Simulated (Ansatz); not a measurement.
The system is NbRu3C.

```
CELL_PARAMETERS angstrom
4.06514 0.00000 0.00000
0.00000 4.06514 0.00000
0.00000 0.00000 4.06514
ATOMIC_POSITIONS crystal
Ru 0.50000 0.50000 0.00000
Ru 0.50000 0.00000 0.50000
Ru 0.00000 0.50000 0.50000
Nb 0.00000 0.00000 0.00000
C 0.50000 0.50000 0.50000
```

The cell comes from a database or a generator and needn't be the stable form of this composition.

Base run:

- Program: Ansatz 0.2.0
- Functional: RPBE
- Potentials or basis: Ansatz PAW
- Cutoff: 420 eV
- Density cutoff: 1680 eV
- k mesh: 7 × 7 × 7
- Occupations: fermi-dirac, width 0.05 eV
- Spin: no spin polarisation

Its results: band gap on the k mesh none (metal or under the smearing width); pressure 0.5 GPa.

Question: After a change of settings the same cell gave: band gap on the k mesh none (metal or under the smearing width); pressure -0.6 GPa. Which change was it?
A. functional from RPBE to BLYP
B. functional from RPBE to revPBE
C. functional from RPBE to PBEsol
D. functional from RPBE to PBE

Answer: B.

Caveats: the potentials were made for another functional, which shifts forces and pressure; the PAW data sets come from PBE, with cores solved anew for the run's functional, which leaves a small shift of forces and pressure; the density of states is complete only up to the lowest level of the last band computed.

Not every run made on this cell is shown here.
